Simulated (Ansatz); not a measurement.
# CH7N3Si: the cost of one run

Method: RKS B3LYP-D4/def2-SVP, in Ansatz 0.2.0.

## 1. The structure to begin with

Bond lengths: N1–C2 1.246 Å, C2–N3 1.342 Å, C2–Si4 1.986 Å, Si4–N5 1.755 Å, N1–H6 1.108 Å, N3–H7 1.075 Å, N3–H8 0.975 Å, Si4–H9 1.403 Å, Si4–H10 1.454 Å, N5–H11 0.992 Å, N5–H12 1.023 Å. Angles (14 of 16 angles, heavy atoms first): N1–C2–N3 116.6°, N1–C2–Si4 123.4°, N3–C2–Si4 120.0°, C2–Si4–N5 105.4°, C2–N1–H6 109.2°, C2–N3–H7 117.2°, C2–N3–H8 114.8°, C2–Si4–H9 112.1°, C2–Si4–H10 111.1°, N5–Si4–H9 105.6°, N5–Si4–H10 107.9°, Si4–N5–H11 109.8°, Si4–N5–H12 105.4°, H7–N3–H8 109.6°.

Coordinates:

```xyz
12

N    -1.5010   -0.8209    0.7285
C    -0.2747   -0.8446    0.5090
N     0.3781   -1.9619    0.8659
Si    0.7149    0.6605   -0.3276
N    -0.5193    1.7264   -0.9759
H    -1.9134    0.1493    0.3882
H     1.3935   -1.8512    1.2017
H    -0.1077   -2.5410    1.4810
H     1.4716    0.2440   -1.4338
H     1.4716    1.4066    0.6654
H    -1.0248    1.2596   -1.6908
H    -0.0117    2.5180   -1.3777
```

## 2. End point A

input.yaml reads:

```yaml
crystal:
  periodic: [false, false, false]
  atoms:
    - { symbol: "N", position_ang: [-1.501, -0.8209, 0.7285] }
    - { symbol: C, position_ang: [-0.2747, -0.8446, 0.509] }
    - { symbol: "N", position_ang: [0.3781, -1.9619, 0.8659] }
    - { symbol: Si, position_ang: [0.7149, 0.6605, -0.3276] }
    - { symbol: "N", position_ang: [-0.5193, 1.7264, -0.9759] }
    - { symbol: H, position_ang: [-1.9134, 0.1493, 0.3882] }
    - { symbol: H, position_ang: [1.3935, -1.8512, 1.2017] }
    - { symbol: H, position_ang: [-0.1077, -2.541, 1.481] }
    - { symbol: H, position_ang: [1.4716, 0.244, -1.4338] }
    - { symbol: H, position_ang: [1.4716, 1.4066, 0.6654] }
    - { symbol: H, position_ang: [-1.0248, 1.2596, -1.6908] }
    - { symbol: H, position_ang: [-0.0117, 2.518, -1.3777] }
basis:
  gaussian: { orbitals: def2-SVP }
hamiltonian:
  xc: b3lyp
  dispersion: d4
relax:
  f_tol: 0.015
  max_steps: 40
output:
  orbitals: {}
```

On the command line:

```sh
> ansatz run input.yaml --threads 2 --pin off --max-ram 3072MiB --backend cpu --events-out ev --progress --plain --runs-dir out
```

**Question.** How long does this run take on 2 threads of Arm Neoverse N1, shared host, and how much memory does it need?

About 65 s, with a peak of 0.24 GiB.
